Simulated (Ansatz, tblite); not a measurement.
# Ga6N6 wurtzite hole sphere (Ga6N6H18): one state, many levels

One table from this session's results is given with a row withheld; the runs are named, their logs left out.

Program: Ansatz 0.2.0, Gaussian basis. Level of theory: as each input shows. These are calculated values, not measurements.

Levels to be run: GFN1-xTB, GFN2-xTB, PBE-D4/def2-TZVP, r2SCAN-D4/def2-TZVP, PBE-D4/def2-SVP, PBE0-D4/def2-SVP.

1 further run of the same task is left out (set aside as unsound or not needed). Runs told in other sessions of the task aren't counted.

### The relaxed structure

The geometry is that of the singlet, from an earlier relaxation (PBE-D4/def2-SVP).

30 atoms, charge 0, spin multiplicity 1.

Bond lengths: N1–Ga2 2.013 Å, N1–Ga7 2.013 Å, N1–H13 1.037 Å, N1–H14 1.030 Å, Ga2–N4 1.929 Å, Ga2–N5 2.013 Å, Ga2–H15 1.578 Å, Ga3–N4 2.015 Å, Ga3–N8 2.015 Å, Ga3–H16 1.616 Å, Ga3–H17 1.578 Å, N4–Ga6 2.015 Å, N4–H18 1.033 Å, N5–Ga10 2.013 Å, N5–H19 1.030 Å, N5–H20 1.037 Å, Ga6–N12 2.015 Å, Ga6–H21 1.616 Å and more. Angles: Ga2–N1–Ga7 118.8°, Ga2–N1–H13 103.7°, Ga2–N1–H14 111.8°, Ga7–N1–H13 103.7°, Ga7–N1–H14 111.8°, H13–N1–H14 105.4°, N1–Ga2–N4 104.7°, N1–Ga2–N5 102.0°, N1–Ga2–H15 111.1°, N4–Ga2–N5 104.7°, N4–Ga2–H15 121.3°, N5–Ga2–H15 111.1°, N4–Ga3–N8 101.0°, N4–Ga3–H16 105.8°, N4–Ga3–H17 110.8°, N8–Ga3–H16 105.8°, N8–Ga3–H17 110.8°, H16–Ga3–H17 120.8° and more.

PBE0-D4/def2-TZVP was run before; its log isn't repeated, and its numbers join the tables.

Set-up of the first run:

Tight binding, by tblite at 300 K electronic temperature and without a spin-polarisation term:

```python
tblite.interface.Calculator('GFN1-xTB', numbers, positions, charge=0, uhf=0).singlepoint()
```

Tight binding, by tblite at 300 K electronic temperature and without a spin-polarisation term:

```python
tblite.interface.Calculator('GFN2-xTB', numbers, positions, charge=0, uhf=0).singlepoint()
```

start.molden holds the orbitals of an earlier run on this state, given as this run's starting guess.

File in.yaml:

```yaml
crystal:
  periodic: [false, false, false]
  atoms:
    - {symbol: N, position_ang: [-0.002638, -1.808370, -1.602752]}
    - {symbol: Ga, position_ang: [-1.734127, -1.000995, -0.969247]}
    - {symbol: Ga, position_ang: [0.002371, -1.959114, 1.663740]}
    - {symbol: N, position_ang: [-1.553483, -0.896504, 0.948390]}
    - {symbol: N, position_ang: [-1.566469, 0.901863, -1.603562]}
    - {symbol: Ga, position_ang: [-1.696093, 0.982388, 1.663106]}
    - {symbol: Ga, position_ang: [1.730941, -1.001173, -0.974853]}
    - {symbol: N, position_ang: [1.556226, -0.897046, 0.943334]}
    - {symbol: N, position_ang: [1.561702, 0.901797, -1.608424]}
    - {symbol: Ga, position_ang: [-0.001357, 1.999836, -0.974135]}
    - {symbol: Ga, position_ang: [1.701458, 0.981673, 1.658006]}
    - {symbol: N, position_ang: [0.001761, 1.795627, 0.943927]}
    - {symbol: H, position_ang: [-0.001986, -2.753281, -1.176342]}
    - {symbol: H, position_ang: [-0.004345, -1.967672, -2.620222]}
    - {symbol: H, position_ang: [-2.971785, -1.715318, -1.637874]}
    - {symbol: H, position_ang: [0.000675, -3.350441, 0.842196]}
    - {symbol: H, position_ang: [0.004965, -1.953861, 3.241286]}
    - {symbol: H, position_ang: [-2.379164, -1.373320, 1.345817]}
    - {symbol: H, position_ang: [-1.703304, 0.979216, -2.621375]}
    - {symbol: H, position_ang: [-2.385178, 1.375358, -1.179145]}
    - {symbol: H, position_ang: [-2.900571, 1.676831, 0.839841]}
    - {symbol: H, position_ang: [-1.692355, 0.982714, 3.240662]}
    - {symbol: H, position_ang: [2.966468, -1.715415, -1.647500]}
    - {symbol: H, position_ang: [2.383056, -1.374077, 1.338108]}
    - {symbol: H, position_ang: [1.695402, 0.979210, -2.626647]}
    - {symbol: H, position_ang: [2.381816, 1.375105, -1.186525]}
    - {symbol: H, position_ang: [-0.002416, 3.427403, -1.645831]}
    - {symbol: H, position_ang: [1.702065, 0.981578, 3.235578]}
    - {symbol: H, position_ang: [2.903802, 1.675872, 0.831472]}
    - {symbol: H, position_ang: [0.002592, 2.750116, 1.338928]}
basis:
  gaussian: {orbitals: def2-TZVP, fitting: {mean_field: def2-universal-jkfit}, initial_orbitals: start.molden}
hamiltonian: {xc: pbe, dispersion: d4}
scf: {omitted_lower_state_checks: [starts]}
output: {orbitals: {seedname: orbitals}}
```

On the command line:

```sh
$ ansatz run in.yaml --threads 2 --pin off --events-out ev --progress --plain --max-ram 32768MiB --backend cuda --devices 0, --max-vram 18GiB
```

Among the steps run: PBE-D4/def2-TZVP; r2SCAN-D4/def2-TZVP; PBE-D4/def2-SVP; PBE0-D4/def2-SVP.

One of the session's tables, all rows but one given; the rest of the session is left out.

It belongs to the step «Binding energy». 

| level | binding an atom (eV) |
| --- | --- |
| PBE-D4/def2-SVP | 3.245 |
| PBE-D4/def2-TZVP | ? |
| r2SCAN-D4/def2-TZVP | 3.194 |
| PBE0-D4/def2-SVP | 3.203 |
| PBE0-D4/def2-TZVP | 3.175 |

Q: Estimate the row for PBE-D4/def2-TZVP from the others.

The run gave: binding an atom (eV): 3.217. In the column «binding an atom (eV)» it lies between PBE0-D4/def2-SVP (3.203) and PBE-D4/def2-SVP (3.245).

Limits of these values: Free atoms were run apart at each level; binding is atoms less cluster, divided by the number of atoms, without zero-point or spin-orbit terms.
